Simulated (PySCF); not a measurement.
# NdF2+: ligand-field states

What do calculations give for the ligand-field states of NdF2+?

Programs: PySCF 2.14.0, with routines of our own; each step states its level. All values are computed. Atoms count from 0.

## 1. The starting structure

3 atoms, charge 1, states of the metal's open shell are computed; geometry from: model geometry, bond lengths from ionic radii.

## 2. Ligand-field states: state-averaged CASSCF

The job: settings as JSON, then the geometry in Å.

```
{"job": {"kind": "lf", "basis": {"metal": "x2c-TZVPall", "ligand": "x2c-SVPall"}, "nevpt": false}, "charge": 1, "metal": "Nd", "open_shell": "f3"}
Nd     0.000000     0.000000     0.000000
F      0.000000     0.000000     2.043000
F      0.000000     0.000000    -2.043000
```

Level: state-averaged CASSCF of the metal f shell, state-interaction spin-orbit coupling.

The run is started by

```
OMP_NUM_THREADS=1 python lf_run.py task.json out
```

The driver reads the jobs from task.json and runs them one after another.

Standard output:

```text
basis functions 132, electrons 77, active (3e, 7o)
stage 1: DIIS on the effective Fock matrix, level shift 0.30
cycle   1  E = -9818.5078628568  dE = -9.819e+03  max|g| = 1.008e+00
cycle   2  E = -9818.2518566033  dE =  2.560e-01  max|g| = 1.410e+00
cycle   3  E = -9818.5717851877  dE = -3.199e-01  max|g| = 5.058e-01
cycle   4  E = -9818.7198943820  dE = -1.481e-01  max|g| = 2.467e-01
cycle   5  E = -9818.8125937739  dE = -9.270e-02  max|g| = 7.884e-02
cycle   6  E = -9818.7959023519  dE =  1.669e-02  max|g| = 1.997e-01
cycle   7  E = -9818.8146394714  dE = -1.874e-02  max|g| = 1.221e-01
cycle   8  E = -9818.8219144970  dE = -7.275e-03  max|g| = 3.632e-02
cycle   9  E = -9818.8227786299  dE = -8.641e-04  max|g| = 3.377e-02
cycle  10  E = -9818.8224902554  dE =  2.884e-04  max|g| = 4.067e-02
cycle  11  E = -9818.8213003633  dE =  1.190e-03  max|g| = 5.694e-02
cycle  12  E = -9818.8189064821  dE =  2.394e-03  max|g| = 8.976e-02
cycle  13  E = -9818.8150453844  dE =  3.861e-03  max|g| = 1.401e-01
cycle  14  E = -9818.8049995680  dE =  1.005e-02  max|g| = 2.264e-01
cycle  15  E = -9818.7856324670  dE =  1.937e-02  max|g| = 3.486e-01
stage 2: quasi-Newton rotations from the point of smallest gradient
cycle  17  E = -9818.8234207159  dE = -6.421e-04  max|g| = 6.196e-03
cycle  18  E = -9818.8234834873  dE = -6.277e-05  max|g| = 5.816e-03
cycle  19  E = -9818.8234968130  dE = -1.333e-05  max|g| = 8.747e-04
cycle  20  E = -9818.8234974098  dE = -5.968e-07  max|g| = 2.821e-04
cycle  21  E = -9818.8234975023  dE = -9.253e-08  max|g| = 6.447e-05
cycle  22  E = -9818.8234975057  dE = -3.389e-09  max|g| = 2.908e-05
cycle  23  E = -9818.8234975063  dE = -6.057e-10  max|g| = 4.162e-06
converged average energy = -9818.8234975063

 mult deg   label        CASSCF/cm-1   NEVPT2/cm-1
   4   2   4Iu                 0.0
   4   2   4Phiu            1429.6
   4   2   4Deltau          1714.8
   4   2   4Gammau          1880.3
   4   2   4Piu             2394.7
   4   2   4Hu              2671.0
   4   1   4Sigmau-         2775.5
   4   1   4Sigmau+        14124.6
   2   2   2Deltau         15442.1
   4   2   4Piu            15449.2
   2   2   2Piu            15455.2
   2   1   2Sigmau+        15553.9
   2   2   2Phiu           15567.0
   2   2   2Hu             15588.0
   2   2   2Gammau         15776.6
   4   1   4Sigmau-        15786.9
   4   2   4Deltau         16009.1
   4   2   4Phiu           16165.8
   2   2   2Ku             19426.5
   2   1   2Sigmau-        19459.3
   2   2   2Piu            19529.9
   2   2   2Deltau         19669.5
   2   2   2Phiu           20210.4
   2   2   2Iu             21511.4
   2   2   2Gammau         21553.3
   2   2   2Hu             22772.3
   4   2   4Deltau         23441.4
   2   2   2Gammau         23730.6
   2   1   2Sigmau+        23993.2
   2   2   2Piu            24043.2
   2   2   2Phiu           24143.7
   2   2   2Deltau         24156.8
   4   2   4Piu            24366.4
   4   2   4Gammau         24990.1
   4   2   4Phiu           25157.0
   4   1   4Sigmau-        25480.9
   2   1   2Sigmau-        25950.1
   2   2   2Piu            26047.8
   2   1   2Sigmau+        26510.9
   2   2   2Piu            28502.6
   2   2   2Deltau         28996.8
   2   2   2Lu             32056.9
   2   2   2Ku             33666.3
   2   2   2Iu             34161.5
   2   2   2Hu             34227.3
   2   2   2Gammau         34869.1
   2   2   2Phiu           35215.2
   2   2   2Deltau         35447.6
   2   2   2Iu             35517.6
   2   2   2Piu            35728.4
   2   1   2Sigmau-        35828.8
   4   2   4Deltau         36612.5
   2   2   2Hu             36975.6
   2   2   2Gammau         38784.1
   2   2   2Phiu           39489.0
   4   2   4Piu            39567.1
   2   2   2Deltau         39770.5
   2   2   2Hu             40076.9
   2   2   2Gammau         40150.9
   2   2   2Deltau         40252.4

spin-orbit levels / cm-1
      0.00  x2  4Iu 0.93 4Hu 0.05
   1374.24  x2  4Phiu 0.42 4Gammau 0.36 4Deltau 0.17
   1475.31  x2  4Phiu 0.42 4Deltau 0.39 4Piu 0.14
   1846.70  x2  4Gammau 0.40 4Hu 0.34 4Phiu 0.20
   1965.62  x2  4Iu 0.93 4Hu 0.06
   1989.35  x2  4Piu 0.44 4Deltau 0.32 4Sigmau- 0.22
   3526.18  x2  4Gammau 0.45 4Deltau 0.35 4Piu 0.16
   3543.44  x2  4Gammau 0.47 4Hu 0.32 4Phiu 0.17
   3615.20  x2  4Hu 0.47 4Phiu 0.34 4Deltau 0.17
   3694.25  x2  4Phiu 0.40 4Piu 0.34 4Sigmau- 0.22
   3788.05  x2  4Piu 0.40 4Deltau 0.38 4Sigmau- 0.21
   3925.21  x2  4Iu 0.95 4Hu 0.04
   5585.69  x2  4Deltau 0.42 4Gammau 0.40 4Hu 0.16
   5621.69  x2  4Piu 0.41 4Phiu 0.40 4Gammau 0.16
   5649.24  x2  4Phiu 0.49 4Hu 0.45 4Gammau 0.03
   5700.86  x2  4Gammau 0.49 4Hu 0.46 4Iu 0.05
   5827.81  x2  4Sigmau- 0.46 4Deltau 0.38 4Phiu 0.15
   5856.12  x2  4Iu 0.99
   5924.55  x2  4Piu 0.68 4Deltau 0.24 4Sigmau- 0.07
   7500.83  x2  4Phiu 0.44 4Deltau 0.36 4Gammau 0.17
   7663.92  x2  4Gammau 0.49 4Phiu 0.33 4Hu 0.17
   7767.60  x2  4Deltau 0.44 4Piu 0.40 4Phiu 0.14
   8034.06  x2  4Gammau 0.50 4Hu 0.48
   8169.22  x2  4Piu 0.49 4Sigmau- 0.29 4Deltau 0.18
   8266.42  x2  4Hu 0.95 4Iu 0.04
   8403.87  x2  4Sigmau- 0.49 4Piu 0.46 4Deltau 0.05
  15805.82  x2  4Sigmau+ 0.58 4Piu 0.23 4Deltau 0.06
  16313.42  x2  2Piu 0.43 2Sigmau+ 0.26 4Piu 0.17
  16366.55  x2  4Sigmau+ 0.49 2Deltau 0.16 4Deltau 0.10
  16561.88  x2  2Deltau 0.37 4Piu 0.18 4Phiu 0.12
```

Wall time 15 s (1 thread of Arm Neoverse V1, shared host); peak memory 0.33 GiB.

Key values:

| quantity | value |
| --- | --- |
| spin-orbit constant ζ | 926 cm⁻¹ |

Powder susceptibility:

| T (K) | χT (cm³ K/mol) | μ(eff) |
| --- | --- | --- |
| 2 | 1.181 | 3.07 |
| 5 | 1.183 | 3.08 |
| 10 | 1.186 | 3.08 |
| 20 | 1.192 | 3.09 |
| 30 | 1.198 | 3.10 |
| 50 | 1.210 | 3.11 |
| 75 | 1.224 | 3.13 |
| 100 | 1.239 | 3.15 |
| 150 | 1.269 | 3.19 |
| 200 | 1.298 | 3.22 |
| 250 | 1.328 | 3.26 |
| 300 | 1.357 | 3.29 |

## 3. Ligand-field states: state-averaged CASSCF (bond angle at 170°)

The job: settings as JSON, then the geometry in Å.

```
{"job": {"kind": "lf", "basis": {"metal": "x2c-TZVPall", "ligand": "x2c-SVPall"}, "nevpt": false, "reuse": true}, "charge": 1, "metal": "Nd", "open_shell": "f3"}
Nd     0.000000     0.000000     0.000000
F      0.178059     0.000000     2.035226
F      0.178059     0.000000    -2.035226
```

Method: state-averaged CASSCF of the metal f shell, state-interaction spin-orbit coupling.

Standard output:

```text
basis functions 132, electrons 77, active (3e, 7o)
start from the orbitals of the previous structure
stage 1: DIIS on the effective Fock matrix, level shift 0.30
cycle   1  E = -9818.2005529653  dE = -9.818e+03  max|g| = 2.392e+01
cycle   2  E = -9818.7791254569  dE = -5.786e-01  max|g| = 3.103e-01
cycle   3  E = -9818.8127039027  dE = -3.358e-02  max|g| = 8.708e-02
cycle   4  E = -9818.8029235201  dE =  9.780e-03  max|g| = 1.530e-01
cycle   5  E = -9818.8077698871  dE = -4.846e-03  max|g| = 1.383e-01
cycle   6  E = -9818.8165780169  dE = -8.808e-03  max|g| = 9.937e-02
cycle   7  E = -9818.8170000523  dE = -4.220e-04  max|g| = 9.798e-02
cycle   8  E = -9818.8164364304  dE =  5.636e-04  max|g| = 1.024e-01
cycle   9  E = -9818.8146541562  dE =  1.782e-03  max|g| = 1.130e-01
cycle  10  E = -9818.8118619600  dE =  2.792e-03  max|g| = 1.285e-01
cycle  11  E = -9818.8014246404  dE =  1.044e-02  max|g| = 1.993e-01
cycle  12  E = -9818.7791452903  dE =  2.228e-02  max|g| = 2.934e-01
cycle  13  E = -9818.7284536605  dE =  5.069e-02  max|g| = 4.447e-01
cycle  14  E = -9818.6038000498  dE =  1.247e-01  max|g| = 7.150e-01
cycle  15  E = -9818.3119989662  dE =  2.918e-01  max|g| = 1.167e+00
stage 2: quasi-Newton rotations from the point of smallest gradient
cycle  17  E = -9818.8228418135  dE = -1.014e-02  max|g| = 2.718e-02
cycle  18  E = -9818.8243264741  dE = -1.485e-03  max|g| = 1.837e-02
cycle  19  E = -9818.8246667641  dE = -3.403e-04  max|g| = 3.395e-03
cycle  20  E = -9818.8246851532  dE = -1.839e-05  max|g| = 1.299e-03
cycle  21  E = -9818.8246877673  dE = -2.614e-06  max|g| = 5.447e-04
cycle  22  E = -9818.8246880582  dE = -2.909e-07  max|g| = 1.502e-04
cycle  23  E = -9818.8246880904  dE = -3.216e-08  max|g| = 2.238e-05
cycle  24  E = -9818.8246880916  dE = -1.221e-09  max|g| = 6.360e-06
converged average energy = -9818.8246880916

 mult deg   label        CASSCF/cm-1   NEVPT2/cm-1
   4   1   4B1                 0.0
   4   1   4A2                 0.0
   4   1   4B2              1406.4
   4   1   4A1              1406.4
   4   1   4B1              1679.8
   4   1   4A2              1679.8
   4   1   4B1              1823.6
   4   1   4A2              1823.6
   4   1   4A1              2306.8
   4   1   4B2              2334.6
   4   1   4B2              2542.3
   4   1   4A1              2542.3
   4   1   4A2              2676.4
   4   1   4B1             14125.0
   4   1   4A1             15367.1
   4   1   4B2             15392.8
   2   1   2A2             15404.1
   2   1   2B1             15404.2
   2   1   2B2             15411.7
   2   1   2A1             15416.3
   2   1   2B1             15503.1
   2   1   2B2             15528.4
   2   1   2A1             15528.4
   2   1   2B2             15536.7
   2   1   2A1             15536.7
   2   1   2B1             15729.8
   2   1   2A2             15729.8
   4   1   4A2             15730.9
   4   1   4B1             15941.6
   4   1   4A2             15941.7
   4   1   4B2             16140.1
   4   1   4A1             16140.1
   2   1   2A2             19422.4
   2   1   2B2             19448.0
   2   1   2A1             19448.0
   2   1   2B2             19488.9
   2   1   2A1             19491.2
   2   1   2B1             19641.6
   2   1   2A2             19641.7
   2   1   2B2             20180.7
   2   1   2A1             20180.7
   2   1   2B1             21458.7
   2   1   2A2             21458.7
   2   1   2B1             21484.7
   2   1   2A2             21484.7
   2   1   2B2             22704.3
   2   1   2A1             22704.3
   4   1   4B1             23427.0
   4   1   4A2             23427.1
   2   1   2B1             23639.7
   2   1   2A2             23639.7
   2   1   2B1             23934.3
   2   1   2A1             23977.0
   2   1   2B2             23981.0
   2   1   2B2             24050.5
   2   1   2A1             24050.5
   2   1   2B1             24077.5
   2   1   2A2             24077.5
   4   1   4A1             24285.1
   4   1   4B2             24321.6

spin-orbit levels / cm-1
      0.00  x2  4A2 0.46 4B1 0.46
   1341.82  x2  4A1 0.21 4B2 0.21 4B1 0.18
   1444.24  x2  4B2 0.20 4A1 0.20 4A2 0.20
   1778.63  x2  4A2 0.20 4B1 0.20 4A1 0.18
   1929.55  x2  4A1 0.22 4B2 0.22 4A2 0.22
   1965.78  x2  4B1 0.46 4A2 0.46 4B2 0.03
   3476.92  x2  4B1 0.23 4A2 0.23 4B2 0.17
   3481.81  x2  4A2 0.23 4B1 0.23 4B1 0.17
   3547.50  x2  4A1 0.23 4B2 0.23 4A1 0.17
   3643.29  x2  4A2 0.22 4B2 0.20 4A1 0.20
   3731.18  x2  4A2 0.21 4B2 0.20 4A1 0.20
   3927.60  x2  4A2 0.47 4B1 0.47
   5534.02  x2  4A2 0.21 4B1 0.21 4A2 0.20
   5578.76  x2  4A1 0.21 4B2 0.20 4B2 0.20
   5584.53  x2  4A1 0.25 4B2 0.25 4A1 0.22
   5619.79  x2  4B1 0.24 4A2 0.24 4A1 0.23
   5772.44  x2  4A2 0.46 4A2 0.19 4B1 0.19
   5864.77  x2  4B1 0.49 4A2 0.49
   5866.09  x2  4B2 0.34 4A1 0.34 4B1 0.12
   7473.01  x2  4B2 0.22 4A1 0.22 4B1 0.18
   7613.55  x2  4B1 0.24 4A2 0.24 4A1 0.17
   7726.58  x2  4A2 0.22 4B1 0.22 4A1 0.19
   7951.31  x2  4B1 0.26 4A2 0.26 4A1 0.23
   8104.38  x2  4A2 0.29 4A1 0.26 4B2 0.23
   8151.72  x2  4A1 0.47 4B2 0.47
   8328.53  x2  4A2 0.48 4B2 0.25 4A1 0.21
  15789.83  x2  4B1 0.57 4A1 0.12 4B2 0.12
  16278.67  x2  2B1 0.26 2A1 0.22 2B2 0.21
  16345.84  x2  4B1 0.46 2B1 0.09 2A2 0.09
  16526.57  x2  2B1 0.18 2A2 0.18 4B2 0.10
```

Run time: 8.3 s. Hardware: 1 thread of Arm Neoverse V1, shared host; peak memory 0.34 GiB.

Warnings kept with the result: spin Hamiltonian not valid, low-lying orbital states.

Key values:

| quantity | value |
| --- | --- |
| spin-orbit constant ζ | 926 cm⁻¹ |

Powder susceptibility:

| T (K) | χT (cm³ K/mol) | μ(eff) |
| --- | --- | --- |
| 2 | 1.183 | 3.08 |
| 20 | 1.194 | 3.09 |
| 100 | 1.242 | 3.15 |
| 300 | 1.361 | 3.30 |

## 4. Ligand-field states: state-averaged CASSCF (bond angle at 160°)

The job: settings as JSON, then the geometry in Å.

```
{"job": {"kind": "lf", "basis": {"metal": "x2c-TZVPall", "ligand": "x2c-SVPall"}, "nevpt": false, "reuse": true}, "charge": 1, "metal": "Nd", "open_shell": "f3"}
Nd     0.000000     0.000000     0.000000
F      0.354763     0.000000     2.011962
F      0.354763     0.000000    -2.011962
```

With the program's defaults for keys left out, this is: state-averaged CASSCF of the metal f shell, state-interaction spin-orbit coupling.

Standard output:

```text
basis functions 132, electrons 77, active (3e, 7o)
start from the orbitals of the previous structure
stage 1: DIIS on the effective Fock matrix, level shift 0.30
cycle   1  E = -9818.2053620142  dE = -9.818e+03  max|g| = 2.499e+01
cycle   2  E = -9818.7828446480  dE = -5.775e-01  max|g| = 2.980e-01
cycle   3  E = -9818.8151320546  dE = -3.229e-02  max|g| = 1.038e-01
cycle   4  E = -9818.8051495938  dE =  9.982e-03  max|g| = 1.780e-01
cycle   5  E = -9818.8098056305  dE = -4.656e-03  max|g| = 1.674e-01
cycle   6  E = -9818.8186989847  dE = -8.893e-03  max|g| = 1.219e-01
cycle   7  E = -9818.8187077968  dE = -8.812e-06  max|g| = 1.223e-01
cycle   8  E = -9818.8179178872  dE =  7.899e-04  max|g| = 1.315e-01
cycle   9  E = -9818.8156020868  dE =  2.316e-03  max|g| = 1.453e-01
cycle  10  E = -9818.8117572911  dE =  3.845e-03  max|g| = 1.668e-01
cycle  11  E = -9818.7975102900  dE =  1.425e-02  max|g| = 2.510e-01
cycle  12  E = -9818.7660525093  dE =  3.146e-02  max|g| = 3.689e-01
cycle  13  E = -9818.6946795810  dE =  7.137e-02  max|g| = 5.608e-01
cycle  14  E = -9818.5118567327  dE =  1.828e-01  max|g| = 9.253e-01
cycle  15  E = -9818.1343561563  dE =  3.775e-01  max|g| = 1.265e+00
stage 2: quasi-Newton rotations from the point of smallest gradient
cycle  17  E = -9818.8258745933  dE = -1.074e-02  max|g| = 2.951e-02
cycle  18  E = -9818.8275342000  dE = -1.660e-03  max|g| = 1.799e-02
cycle  19  E = -9818.8278891568  dE = -3.550e-04  max|g| = 3.376e-03
cycle  20  E = -9818.8279092871  dE = -2.013e-05  max|g| = 1.091e-03
cycle  21  E = -9818.8279118567  dE = -2.570e-06  max|g| = 5.355e-04
cycle  22  E = -9818.8279121708  dE = -3.141e-07  max|g| = 1.486e-04
cycle  23  E = -9818.8279122010  dE = -3.019e-08  max|g| = 2.281e-05
cycle  24  E = -9818.8279122023  dE = -1.304e-09  max|g| = 6.858e-06
converged average energy = -9818.8279122023

 mult deg   label        CASSCF/cm-1   NEVPT2/cm-1
   4   1   4B1                 0.0
   4   1   4A2                 0.0
   4   1   4A1              1342.9
   4   1   4B2              1343.0
   4   1   4B1              1576.7
   4   1   4A2              1577.2
   4   1   4B1              1677.4
   4   1   4A2              1677.4
   4   1   4A1              2068.7
   4   1   4B2              2167.8
   4   1   4B2              2196.1
   4   1   4A1              2196.1
   4   1   4A2              2408.6
   4   1   4B1             14129.7
   4   1   4A1             15147.6
   4   1   4B2             15248.5
   2   1   2B2             15291.5
   2   1   2A2             15298.1
   2   1   2B1             15298.6
   2   1   2A1             15307.0
   2   1   2B1             15363.7
   2   1   2B2             15392.8
   2   1   2A1             15392.8
   2   1   2B2             15424.2
   2   1   2A1             15424.2
   4   1   4A2             15581.8
   2   1   2B1             15598.1
   2   1   2A2             15598.1
   4   1   4B1             15759.8
   4   1   4A2             15760.7
   4   1   4B2             16067.1
   4   1   4A1             16067.1
   2   1   2A2             19322.2
   2   1   2B2             19377.5
   2   1   2A1             19389.9
   2   1   2B2             19512.9
   2   1   2A1             19512.9
   2   1   2B1             19565.6
   2   1   2A2             19566.7
   2   1   2B2             20097.5
   2   1   2A1             20097.6
   2   1   2B1             21219.8
   2   1   2A2             21219.8
   2   1   2B1             21397.1
   2   1   2A2             21397.1
   2   1   2B2             22521.9
   2   1   2A1             22521.9
   4   1   4B1             23387.5
   4   1   4A2             23388.5
   2   1   2B1             23390.8
   2   1   2A2             23390.8
   2   1   2B1             23769.1
   2   1   2A1             23791.9
   2   1   2B2             23793.2
   2   1   2A1             23794.8
   2   1   2B2             23806.7
   2   1   2A2             23858.3
   2   1   2B1             23858.6
   4   1   4A1             24059.1
   4   1   4B2             24192.9

spin-orbit levels / cm-1
      0.00  x2  4A2 0.46 4B1 0.46
   1254.45  x2  4A1 0.20 4B2 0.20 4B1 0.18
   1357.20  x2  4B2 0.20 4A1 0.19 4A2 0.19
   1583.30  x2  4A1 0.20 4B2 0.20 4A2 0.17
   1764.89  x2  4A2 0.24 4B2 0.23 4A1 0.22
   1970.23  x2  4B1 0.44 4A2 0.44 4A1 0.04
   3289.85  x2  4B1 0.20 4A2 0.20 4A1 0.18
   3361.10  x2  4A2 0.22 4B1 0.22 4B1 0.18
   3370.07  x2  4A1 0.21 4B2 0.21 4A1 0.18
   3503.97  x2  4A2 0.24 4B2 0.20 4A1 0.20
   3578.07  x2  4B2 0.21 4A2 0.20 4B1 0.19
   3938.77  x2  4A2 0.46 4B1 0.46
   5393.23  x2  4A2 0.25 4B1 0.25 4A1 0.18
   5401.15  x2  4A2 0.19 4B1 0.19 4B1 0.16
   5412.62  x2  4B2 0.24 4A1 0.24 4A1 0.22
   5461.36  x2  4A1 0.23 4B2 0.20 4B2 0.20
   5622.22  x2  4A2 0.45 4A2 0.18 4B1 0.17
   5708.16  x2  4B2 0.33 4A1 0.31 4B1 0.12
   5893.70  x2  4A2 0.48 4B1 0.48
   7398.93  x2  4B2 0.22 4A1 0.22 4B1 0.18
   7482.04  x2  4B1 0.21 4A2 0.21 4A1 0.19
   7617.01  x2  4A2 0.20 4B1 0.19 4A1 0.19
   7735.15  x2  4B1 0.26 4A2 0.26 4A1 0.21
   7846.80  x2  4A1 0.47 4B2 0.47
   7926.17  x2  4A1 0.31 4A2 0.27 4B2 0.19
   8128.81  x2  4A2 0.47 4B2 0.31 4A1 0.16
  15746.10  x2  4B1 0.54 4A1 0.15 4B2 0.13
  16185.26  x2  2B1 0.27 2A1 0.23 2B2 0.19
  16284.71  x2  4B1 0.37 2B1 0.12 2A2 0.12
  16431.20  x2  2B1 0.14 2A2 0.14 4B2 0.12
```

It took 8.2 s on 1 thread of Arm Neoverse V1, shared host; peak memory 0.34 GiB.

Warnings kept with the result: spin Hamiltonian not valid, low-lying orbital states.

Key values:

| quantity | value |
| --- | --- |
| spin-orbit constant ζ | 925 cm⁻¹ |

Powder susceptibility:

| T (K) | χT (cm³ K/mol) | μ(eff) |
| --- | --- | --- |
| 2 | 1.187 | 3.08 |
| 20 | 1.198 | 3.10 |
| 100 | 1.247 | 3.16 |
| 300 | 1.372 | 3.31 |

(Part 1 of 2 ends here.)
